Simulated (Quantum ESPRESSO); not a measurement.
# Mo (Im-3m) in Quantum ESPRESSO: further runs

One crystal, Mo, is run at these levels: LDA, PBEsol, PBE; tasks: single point.

Program: Quantum ESPRESSO 7.5. These are calculated values, not measurements. Logs are shortened: lines on timing, memory, paths and dates and some standing lists are left out, and cuts for length are marked.

### 1 The structure

Symmetry: Im-3m, No. 229, cubic system. The conventional cell has a = 2.880 Å, b = 2.880 Å, c = 2.880 Å, α = 90.00°, β = 90.00°, γ = 90.00°. Mo (site symmetry m-3m) is surrounded by 8 Mo at 2.49 Å.

The cell was built by a generator and needn't be a form met in nature.

### 2 Single point, LDA

pw.in

```
&CONTROL
  calculation = 'scf'
  prefix = 'pwscf'
  outdir = './tmp'
  pseudo_dir = './pseudo'
  tprnfor = .true.
  tstress = .true.
  disk_io = 'nowf'
/
&SYSTEM
  ibrav = 0
  nat = 1
  ntyp = 1
  ecutwfc = 45
  ecutrho = 360
  nbnd = 13
  occupations = 'smearing'
  smearing = 'mp'
  degauss = 0.00734986
/
&ELECTRONS
  conv_thr = 2d-10
  electron_maxstep = 120
  mixing_beta = 0.5
/
ATOMIC_SPECIES
Mo    95.9500 mo_lda_v1.uspp.F.UPF
CELL_PARAMETERS angstrom
  -1.4400000000    1.4400000000    1.4400000000
   1.4400000000   -1.4400000000    1.4400000000
   1.4400000000    1.4400000000   -1.4400000000
ATOMIC_POSITIONS crystal
Mo     0.0000000000    0.0000000000    0.0000000000
K_POINTS automatic
18 18 18 0 0 0
```

Potentials or basis: GBRV 1.5 LDA.

The run is started by

```bash
$ OMP_NUM_THREADS=1 pw.x -in pw.in > pw.out
```

pw.out:

```text
This program is part of the open-source Quantum ESPRESSO suite
     for quantum simulation of materials; please cite
[... 9 lines left out ...]
     --------------------
     sticks:   dense  smooth     PW     G-vecs:    dense   smooth      PW
     Sum         607     303    129                 9405     3319     935

     Using Slab Decomposition

     bravais-lattice index     =            0
     lattice parameter (alat)  =       4.7133  a.u.
     unit-cell volume          =      80.6017 (a.u.)^3
     number of atoms/cell      =            1
     number of atomic types    =            1
     number of electrons       =        14.00
     number of Kohn-Sham states=           13
     kinetic-energy cutoff     =      45.0000  Ry
     charge density cutoff     =     360.0000  Ry
     scf convergence threshold =      2.0E-10
     mixing beta               =       0.5000
     number of iterations used =            8  plain     mixing
     Exchange-correlation= SLA  PZ   NOGX NOGC
                           (   1   1   0   0   0   0   0)

     celldm(1)=   4.713266  celldm(2)=   0.000000  celldm(3)=   0.000000
     celldm(4)=   0.000000  celldm(5)=   0.000000  celldm(6)=   0.000000

     crystal axes: (cart. coord. in units of alat)
               a(1) = (  -0.577350   0.577350   0.577350 )
               a(2) = (   0.577350  -0.577350   0.577350 )
               a(3) = (   0.577350   0.577350  -0.577350 )

     reciprocal axes: (cart. coord. in units 2 pi/alat)
               b(1) = ( -0.000000  0.866025  0.866025 )
               b(2) = (  0.866025 -0.000000  0.866025 )
               b(3) = (  0.866025  0.866025  0.000000 )

     PseudoPot. # 1 for Mo read from file:
     mo_lda_v1.uspp.F.UPF
     Pseudo is Ultrasoft + core correction, Zval = 14.0
     Generated by new atomic code, or converted to UPF format
     Using radial grid of  889 points,  6 beta functions with:
                l(1) =   0
                l(2) =   0
                l(3) =   1
                l(4) =   1
                l(5) =   2
                l(6) =   2
     Q(r) pseudized with  6 coefficients,  rinner =    1.000   1.000   1.000
                                                       1.000   1.000

     atomic species   valence    mass     pseudopotential
     Mo               14.00    95.95000     Mo( 1.00)

     48 Sym. Ops., with inversion, found

   Cartesian axes

     site n.     atom                  positions (alat units)
         1        Mo     tau(   1) = (   0.0000000   0.0000000   0.0000000  )

     number of k points=   195  Methfessel-Paxton smearing, width (Ry)=  0.0073

     Number of k-points >= 100: set verbosity='high' to print them.

     Dense  grid:     9405 G-vectors     FFT dimensions: (  30,  30,  30)

     Smooth grid:     3319 G-vectors     FFT dimensions: (  24,  24,  24)

     Initial potential from superposition of free atoms

     starting charge      13.9991, renormalised to      14.0000
     Starting wfcs are   13 randomized atomic wfcs

     Self-consistent Calculation

     iteration #  1     ecut=    45.00 Ry     beta= 0.50
     Davidson diagonalization with overlap
     ethr =  1.00E-02,  avg # of iterations =  4.2

     Threshold (ethr) on eigenvalues was too large:
     Diagonalizing with lowered threshold

     Davidson diagonalization with overlap
     ethr =  1.66E-04,  avg # of iterations =  2.3

     negative rho (up, down):  2.213E-05 0.000E+00

     total energy              =    -139.43164319 Ry
     estimated scf accuracy    <       0.02418887 Ry

     iteration #  2     ecut=    45.00 Ry     beta= 0.50
     Davidson diagonalization with overlap
     ethr =  1.73E-04,  avg # of iterations =  2.0

     negative rho (up, down):  3.233E-05 0.000E+00

     total energy              =    -139.43471906 Ry
     estimated scf accuracy    <       0.00110780 Ry

     iteration #  3     ecut=    45.00 Ry     beta= 0.50
     Davidson diagonalization with overlap
     ethr =  7.91E-06,  avg # of iterations =  2.7

     negative rho (up, down):  3.595E-05 0.000E+00

     total energy              =    -139.43479717 Ry
     estimated scf accuracy    <       0.00012462 Ry

     iteration #  4     ecut=    45.00 Ry     beta= 0.50
     Davidson diagonalization with overlap
     ethr =  8.90E-07,  avg # of iterations =  1.5

     negative rho (up, down):  3.563E-05 0.000E+00

     total energy              =    -139.43480222 Ry
     estimated scf accuracy    <       0.00000130 Ry

     iteration #  5     ecut=    45.00 Ry     beta= 0.50
     Davidson diagonalization with overlap
     ethr =  9.28E-09,  avg # of iterations =  2.8

     negative rho (up, down):  3.521E-05 0.000E+00

     total energy              =    -139.43480320 Ry
     estimated scf accuracy    <       0.00000018 Ry

     iteration #  6     ecut=    45.00 Ry     beta= 0.50
     Davidson diagonalization with overlap
     ethr =  1.29E-09,  avg # of iterations =  1.9

     negative rho (up, down):  3.515E-05 0.000E+00

     total energy              =    -139.43480322 Ry
     estimated scf accuracy    <          8.8E-09 Ry

     iteration #  7     ecut=    45.00 Ry     beta= 0.50
     Davidson diagonalization with overlap
     ethr =  6.26E-11,  avg # of iterations =  2.0

     negative rho (up, down):  3.509E-05 0.000E+00

     total energy              =    -139.43480322 Ry
     estimated scf accuracy    <          1.5E-09 Ry

     iteration #  8     ecut=    45.00 Ry     beta= 0.50
     Davidson diagonalization with overlap
     ethr =  1.05E-11,  avg # of iterations =  2.0

     negative rho (up, down):  3.509E-05 0.000E+00

     total energy              =    -139.43480322 Ry
     estimated scf accuracy    <          3.8E-10 Ry

     iteration #  9     ecut=    45.00 Ry     beta= 0.50
     Davidson diagonalization with overlap
     ethr =  2.71E-12,  avg # of iterations =  1.4

     negative rho (up, down):  3.509E-05 0.000E+00

     End of self-consistent calculation

     Number of k-points >= 100: set verbosity='high' to print the bands.

     the Fermi energy is    28.7713 ev

!    total energy              =    -139.43480322 Ry
     estimated scf accuracy    <          6.5E-12 Ry
     smearing contrib. (-TS)   =      -0.00000174 Ry
     internal energy E=F+TS    =    -139.43480148 Ry

     The total energy is F=E-TS. E is the sum of the following terms:
     one-electron contribution =      -2.56947207 Ry
     hartree contribution      =      13.84204393 Ry
     xc contribution           =     -19.64602484 Ry
     ewald contribution        =    -131.06134851 Ry

     convergence has been achieved in   9 iterations

     negative rho (up, down):  3.509E-05 0.000E+00

     Forces acting on atoms (cartesian axes, Ry/au):

     atom    1 type  1   force =     0.00000000    0.00000000    0.00000000

     Total force =     0.000000     Total SCF correction =     0.000000

     Computing stress (Cartesian axis) and pressure

     negative rho (up, down):  3.509E-05 0.000E+00
          total   stress  (Ry/bohr**3)                   (kbar)     P=     1069.55
   0.00727066  -0.00000000  -0.00000000         1069.55       -0.00       -0.00
  -0.00000000   0.00727066  -0.00000000           -0.00     1069.55       -0.00
  -0.00000000  -0.00000000   0.00727066           -0.00       -0.00     1069.55

=------------------------------------------------------------------------------=
   JOB DONE.
=------------------------------------------------------------------------------=
```

Wall time 12 s (1 thread of Intel Xeon 6975P-C (Granite Rapids), shared host); peak memory 0.07 GiB.

What came out:

```
Free energy            : -1897.1071 eV
Pressure               : 107.0 GPa
Band gap on the k mesh : none (metal or under the smearing width)
```

Caveat: a pressure of tens of GPa on the cell as given is suspect, and the run, the potentials or the cell itself is likely at fault.

### 3 Single point, PBEsol

pw.in: that of step 2 with these lines changed.

```diff
@@ -26,3 +26,3 @@
 ATOMIC_SPECIES
-Mo    95.9500 mo_lda_v1.uspp.F.UPF
+Mo    95.9500 mo_pbesol_v1.uspp.F.UPF
 CELL_PARAMETERS angstrom
```

Potentials or basis: GBRV 1.5 PBEsol.

The run is started by

```bash
$ OMP_NUM_THREADS=1 pw.x -in pw.in > pw.out
```

It took 35 s on 1 thread of AMD EPYC, shared host; peak memory 0.07 GiB.

The run converged. Its results:

```
Free energy            : -1894.8343 eV
Pressure               : 113.6 GPa
Band gap on the k mesh : none (metal or under the smearing width)
```

Levels at points of the mesh, in eV from the Fermi level:
```tsv
k point	band 4	band 5	band 6	band 7	band 8	band 9	band 10	band 11
(0.00, 0.00, 0.00)	-33.96	-8.00	-2.16	-2.16	-2.16	1.98	1.98	14.78
(0.00, 0.00, -0.50)	-34.01	-7.31	-5.09	2.26	3.01	3.13	6.85	12.16
(-0.50, -0.50, -0.50)	-36.04	-8.06	-8.06	5.63	5.63	5.63	11.35	11.35
```

Caveat: a pressure of tens of GPa on the cell as given is suspect, and the run, the potentials or the cell itself is likely at fault.

### 4 Single point, PBE

pw.in: that of step 3 with these lines changed.

```diff
@@ -26,3 +26,3 @@
 ATOMIC_SPECIES
-Mo    95.9500 mo_pbesol_v1.uspp.F.UPF
+Mo    95.9500 mo_pbe_v1.uspp.F.UPF
 CELL_PARAMETERS angstrom
```

Potentials or basis: GBRV 1.5 PBE.

The run is started by

```bash
$ OMP_NUM_THREADS=1 pw.x -in pw.in > pw.out
```

Wall time 11 s (1 thread of Intel Xeon 6975P-C (Granite Rapids), shared host); peak memory 0.08 GiB.

The run converged. Its results:

| Quantity | Value |
| --- | --- |
| Free energy | -1894.5999 eV |
| Pressure | 125.8 GPa |
| Band gap on the k mesh | none (metal or under the smearing width) |

Levels at points of the mesh, in eV from the Fermi level:
| k point | band 5 | band 6 | band 7 | band 8 | band 9 | band 10 |
| --- | --- | --- | --- | --- | --- | --- |
| (0.00, 0.00, 0.00) | -7.95 | -2.16 | -2.16 | -2.16 | 1.98 | 1.98 |
| (0.00, 0.00, -0.50) | -7.29 | -5.08 | 2.25 | 3.02 | 3.12 | 6.80 |
| (-0.50, -0.50, -0.50) | -8.04 | -8.04 | 5.59 | 5.59 | 5.59 | 11.39 |

Caveat: a pressure of tens of GPa on the cell as given is suspect, and the run, the potentials or the cell itself is likely at fault.

### 5 Overview

```tsv
level	potentials or basis	form of the LDA correlation	gap on the mesh (eV)	pressure (GPa)
LDA	GBRV 1.5 LDA	PZ81	none	107.0
PBEsol	GBRV 1.5 PBEsol	-	none	113.6
PBE	GBRV 1.5 PBE	-	none	125.8
```

Alike in all rows: task single point; no spin polarisation; cell as given; k mesh 18 × 18 × 18; cutoff (eV) 612; smearing methfessel-paxton 0.1 eV.

Caveats: a pressure of tens of GPa on the cell as given is suspect, and the run, the potentials or the cell itself is likely at fault.

Absolute energies hang on the potentials; compare differences alone.
